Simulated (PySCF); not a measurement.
# C₈H₈O₂: vibronic structure

Wanted: vibronic structure for C₈H₈O₂ (`Oc1ccc2c(c1)CCO2`).

Programs: PySCF 2.14.0, with routines of our own; each step states its level. All values are computed. Atoms count from 0.

## 1. The starting structure

18 atoms, charge 0, multiplicity 1; geometry from: GFN2-xTB.

## 2. Vibronic structure: TDA PBE0/def2-SV(P)

The job: settings as JSON, then the geometry in Å.

```
{"job": {"kind": "vib", "xc": "PBE0", "basis": "def2-SV(P)", "tda": true}, "charge": 0, "multiplicity": 1}
O      3.301339    -0.884723    -0.041522
C      2.063713    -0.307871    -0.024595
C      1.990102     1.081105    -0.012832
C      0.767915     1.733171     0.003291
C     -0.380974     0.964491     0.009823
C     -0.315335    -0.425763    -0.000562
C      0.899738    -1.073945    -0.019057
C     -1.714803    -0.966712     0.016198
C     -2.552164     0.329275     0.021837
O     -1.656284     1.440919     0.028014
H      3.209896    -1.844840    -0.040402
H      2.911102     1.641073    -0.017772
H      0.710588     2.808874     0.011836
H      0.950824    -2.154569    -0.030496
H     -1.898867    -1.573103     0.904705
H     -1.922561    -1.580099    -0.861947
H     -3.185020     0.413157    -0.867620
H     -3.187969     0.405878     0.909446
```

Method: TDA PBE0/def2-SV(P) vertical-gradient vibronic structure (displaced harmonic oscillators, Condon), gas phase.

Run with:

```sh
$ OMP_NUM_THREADS=1 python excited_run.py task.json out
```

This one command runs all jobs of the session in turn.

What it wrote:

```text
final grid: 71576 points
cycle   1  E = -459.1167174466  dE =  1.984e+00  |g| = 7.274e-01  |ddm| = 5.335e+00
cycle   2  E = -459.0509182375  dE =  6.580e-02  |g| = 9.573e-01  |ddm| = 1.984e+00
cycle   3  E = -459.2195456812  dE = -1.686e-01  |g| = 1.332e-01  |ddm| = 1.169e+00
cycle   4  E = -459.2232328696  dE = -3.687e-03  |g| = 4.297e-02  |ddm| = 2.110e-01
cycle   5  E = -459.2236456130  dE = -4.127e-04  |g| = 1.571e-02  |ddm| = 7.337e-02
cycle   6  E = -459.2237067983  dE = -6.119e-05  |g| = 4.662e-03  |ddm| = 2.593e-02
cycle   7  E = -459.2237122599  dE = -5.462e-06  |g| = 1.355e-03  |ddm| = 6.620e-03
cycle   8  E = -459.2237127246  dE = -4.647e-07  |g| = 1.999e-04  |ddm| = 1.846e-03
cycle   9  E = -459.2237127327  dE = -8.093e-09  |g| = 9.205e-05  |ddm| = 3.645e-04
cycle  10  E = -459.2237127344  dE = -1.697e-09  |g| = 2.938e-05  |ddm| = 1.151e-04
cycle  11  E = -459.2237127346  dE = -1.760e-10  |g| = 8.922e-06  |ddm| = 4.116e-05
converged SCF energy = -459.2237127346

Singlet excitations (eV, f): 4.748 (0.1095)  6.088 (0.0874)  6.132 (0.0004)  6.523 (0.0007)  6.968 (0.0005)  7.059 (0.0349)

State S1  4.7475 eV  f = 0.10951  H->L 0.87, H-1->L+1 0.12
  relaxed dipole 2.854 D, largest gradient of the excitation energy 0.0397 Eh/bohr
  mode    cm-1        S   lambda/meV  Raman
   32   1305.4    0.1899      30.7   1.000
    8    417.8    0.4643      24.1   0.250
    9    455.8    0.3438      19.4   0.221
   17    844.4    0.1798      18.8   0.396
   13    689.5    0.1519      13.0   0.223
   40   1625.6    0.0636      12.8   0.519
   34   1369.8    0.0660      11.2   0.382
   20    961.7    0.0807       9.6   0.231
   36   1465.8    0.0286       5.2   0.190
   14    746.5    0.0536       5.0   0.092
    4    304.7    0.0975       3.7   0.028
   33   1324.0    0.0181       3.0   0.098
  reorganisation energy 0.1708 eV, total S 1.846, 0-0 4.5767 eV
  absorption maximum 4.631 eV, width 0.296 eV

State S2  6.0881 eV  f = 0.08742  H->L+1 0.71, H-1->L 0.24
  relaxed dipole 3.325 D, largest gradient of the excitation energy 0.0384 Eh/bohr
  mode    cm-1        S   lambda/meV  Raman
   17    844.4    0.2475      25.9   0.926
   20    961.7    0.2060      24.6   1.000
   13    689.5    0.1526      13.0   0.381
   40   1625.6    0.0516      10.4   0.717
   39   1599.3    0.0420       8.3   0.564
   34   1369.8    0.0469       8.0   0.462
   32   1305.4    0.0480       7.8   0.430
   26   1149.1    0.0480       6.8   0.333
   14    746.5    0.0715       6.6   0.209
   21    986.7    0.0396       4.8   0.202
   37   1476.2    0.0263       4.8   0.301
   36   1465.8    0.0242       4.4   0.273
  reorganisation energy 0.1456 eV, total S 1.243, 0-0 5.9425 eV
  absorption maximum 5.942 eV, width 0.144 eV

State S6  7.0591 eV  f = 0.03493  H-2->L 0.84, H-1->L+1 0.09
  relaxed dipole 3.812 D, largest gradient of the excitation energy 0.0647 Eh/bohr
  mode    cm-1        S   lambda/meV  Raman
   40   1625.6    0.8970     180.8   1.000
   17    844.4    0.3778      39.6   0.114
   20    961.7    0.3243      38.7   0.127
   37   1476.2    0.1598      29.2   0.147
   21    986.7    0.2011      24.6   0.083
   13    689.5    0.1282      11.0   0.026
   33   1324.0    0.0647      10.6   0.048
   38   1488.8    0.0503       9.3   0.047
   24   1096.7    0.0623       8.5   0.032
   36   1465.8    0.0463       8.4   0.042
   32   1305.4    0.0486       7.9   0.035
    8    417.8    0.1413       7.3   0.010
  reorganisation energy 0.4095 eV, total S 2.739, 0-0 6.6496 eV
  absorption maximum 6.852 eV, width 0.622 eV

State T1  3.5296 eV  f = 0.00000  H->L 0.97
  relaxed dipole 2.981 D, largest gradient of the excitation energy 0.0455 Eh/bohr
  mode    cm-1        S   lambda/meV  Raman
   32   1305.4    0.3111      50.4   1.000
    9    455.8    0.6736      38.1   0.264
    8    417.8    0.6605      34.2   0.217
   34   1369.8    0.1668      28.3   0.590
   40   1625.6    0.0961      19.4   0.479
   17    844.4    0.1783      18.7   0.240
   13    689.5    0.1970      16.8   0.177
   33   1324.0    0.0727      11.9   0.240
   39   1599.3    0.0406       8.0   0.196
    4    304.7    0.1931       7.3   0.034
   14    746.5    0.0634       5.9   0.067
   36   1465.8    0.0236       4.3   0.096
  reorganisation energy 0.2727 eV, total S 2.905, 0-0 3.2569 eV
  absorption maximum 3.471 eV, width 0.410 eV
```

It took 82 s on 1 thread of Arm Neoverse N1, shared host; peak memory 0.87 GiB.

Orbitals, density, ELF and potential are computed afterwards from the orbital file.

Frontier orbitals at PBE0/def2-SV(P), with the share of their density that lies nearest to each atom:

```
orbital  energy (eV)                                   lies on
   HOMO        -5.61  O9 18 %; C1, C4 about 15 % each; O0 12 %
   LUMO        -0.17                 4 C atoms about 18 % each
```

ELF in a plane through or near 14 of the atoms.

Values, 10 rows by 14 columns:
```
0.00 0.00 0.00 0.00 0.00 0.00 0.00 0.00 0.00 0.00 0.00 0.00 0.00 0.00
0.00 0.00 0.00 0.00 0.00 0.00 0.00 0.00 0.00 0.00 0.00 0.00 0.00 0.00
0.00 0.00 0.00 0.06 0.00 0.84 0.95 0.01 0.01 0.02 0.00 0.00 0.00 0.00
0.00 0.00 0.28 1.00 0.12 0.93 0.99 0.04 0.21 0.47 0.10 0.00 0.00 0.00
0.00 0.07 0.80 0.66 0.60 0.87 0.28 0.40 0.87 0.11 0.34 0.02 0.00 0.00
0.00 0.00 0.25 0.06 0.82 0.65 0.06 0.91 0.24 0.56 0.18 0.38 0.02 0.00
0.00 0.00 0.30 1.00 0.91 0.85 0.13 0.73 0.78 0.49 0.12 0.05 0.00 0.00
0.00 0.00 0.03 0.87 0.19 0.43 1.00 0.38 0.15 0.60 0.08 0.00 0.00 0.00
0.00 0.00 0.00 0.00 0.00 0.43 0.99 0.51 0.00 0.00 0.00 0.00 0.00 0.00
0.00 0.00 0.00 0.00 0.00 0.00 0.00 0.00 0.00 0.00 0.00 0.00 0.00 0.00
```
The map spans 11.8 Å across and 10.8 Å up, centred on the molecule. Atoms in the plane (x, y in Å): O0 (-3.3, 0.8), C1 (-2.1, 0.3), C2 (-2.0, -1.1), C3 (-0.7, -1.7), C4 (0.4, -1.0), C5 (0.3, 0.4), C6 (-0.9, 1.1), C7 (1.7, 1.0), C8 (2.6, -0.3), O9 (1.7, -1.4), H10 (-3.2, 1.8), H11 (-2.9, -1.7), H12 (-0.7, -2.8), H13 (-1.0, 2.1).

On the surface of density 0.002 e/bohr³ the electrostatic potential runs, from the 1st to the 99th percentile, from -1.39 V near O0 to 2.31 V near H10.

## 3. Outcome

| quantity | value |
| --- | --- |
| S1: vertical, reorganisation, 0-0, total S (step 2, TDA PBE0/def2-SV(P), modes from GFN2-xTB) | 4.75, 0.17, 4.58 eV; 1.8 |
| S2: vertical, reorganisation, 0-0, total S (step 2, TDA PBE0/def2-SV(P), modes from GFN2-xTB) | 6.09, 0.15, 5.94 eV; 1.2 |
| S6: vertical, reorganisation, 0-0, total S (step 2, TDA PBE0/def2-SV(P), modes from GFN2-xTB) | 7.06, 0.41, 6.65 eV; 2.7 |
| surface potential, 1st and 99th percentile | -1.39 V and 2.31 V |

What this shows: Some states lie very close; unless symmetry makes them partners, their order is unsure. The vibronic model keeps the ground-state modes (from xTB) and shifts them along the gradient alone, so it can miss much of the relaxation that a full optimisation finds.
